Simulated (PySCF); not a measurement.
**TiH: from the state search to spectroscopic constants**

What are the lowest state that PBE0 finds, the bond length, vibrational wavenumber and bond energy of TiH, and how much do these hang on the method?

Method: Ti def2-TZVPPD, H def2-TZVPPD, no relativity; program: PySCF 2.14.0.

## 1. Input

A driver script around PySCF takes these settings:

```yaml
atoms: Ti, H
charge: 0
basis: Ti def2-TZVPPD, H def2-TZVPPD
Hamiltonian: no relativity
basis_functions: 84
electrons_treated: 23
masses_in_u: 47.9479, 1.0078
levels: PBE0, PBE, r²SCAN, B97-3, BLYP, r²SCAN0, TPSS, MN15, ωB97X-V, HF, MP2, SCS-MP2, CCSD, CCSD(T)
grid: 80 radial by 434 angular points
occupations: held fixed by the projection of orbital angular momentum
dissociation_limit: Ti + H, each in its ground configuration
starting_distance_in_angstrom: 1.585
values_of_2S_to_try: 1, 3, 5
```

Command:

```sh
$ OMP_NUM_THREADS=1 python dia.py task.json out
```

The runs that follow: PBE0 along the bond; Excited determinants; PBE; r²SCAN (meta-GGA); B97-3 (global hybrid GGA); BLYP (GGA); r²SCAN0 (hybrid meta-GGA); TPSS (meta-GGA); MN15 (hybrid meta-GGA); ωB97X-V (range-separated hybrid); UHF (mean field); Adding correlation.

**Question.** What will these runs give? Wanted: for each run, Re; ωe; De; μ.

As calculated:

Lowest PBE0 solution found, without spin–orbit coupling: quartet, unpaired electrons σ ↑, π ↑, δ ↑. State 2 has its PBE0 minimum 0.00 eV higher. State 3 has its PBE0 minimum 0.30 eV higher. State 4 has its PBE0 minimum 0.37 eV higher. The other levels ran on the lowest alone.

```tsv
level	Re (Å)	ωe (cm⁻¹)	De (eV)	μ (D)
UHF	1.854	1490	1.58	-1.99
UHF-MP2	1.755	1569	1.95	n/a
UHF-SCS-MP2	1.779	1543	1.85	n/a
UHF-CCSD	1.776	1556	2.12	n/a
UHF-CCSD(T)	1.772	1554	2.12	n/a
PBE	1.755	1537	2.92	-2.57
BLYP	1.762	1526	2.77	-2.60
TPSS	1.761	1560	3.04	-2.69
r²SCAN	1.759	1548	3.07	-2.77
PBE0	1.758	1563	2.61	-2.79
r²SCAN0	1.761	1570	2.72	-2.91
B97-3	1.775	1526	2.31	-2.61
MN15	1.751	1576	2.62	-3.01
ωB97X-V	1.769	1569	2.49	-2.90
```

De is counted to Ti + H in their ground configurations. A positive dipole means Ti(−)H(+).

What this shows: Bond lengths run from 1.751 Å (MN15) to 1.854 Å (UHF). Of the levels with a De here, UHF gives the least (1.58 eV) and r²SCAN the most (3.07 eV).

Correlated steps freeze 5 core orbitals. With d or f electrons several states lie close, and the lowest PBE0 determinant need not be the measured ground state. T1 is 0.056 near the minimum (highest on the curve 0.057), which may point to more than one leading configuration.
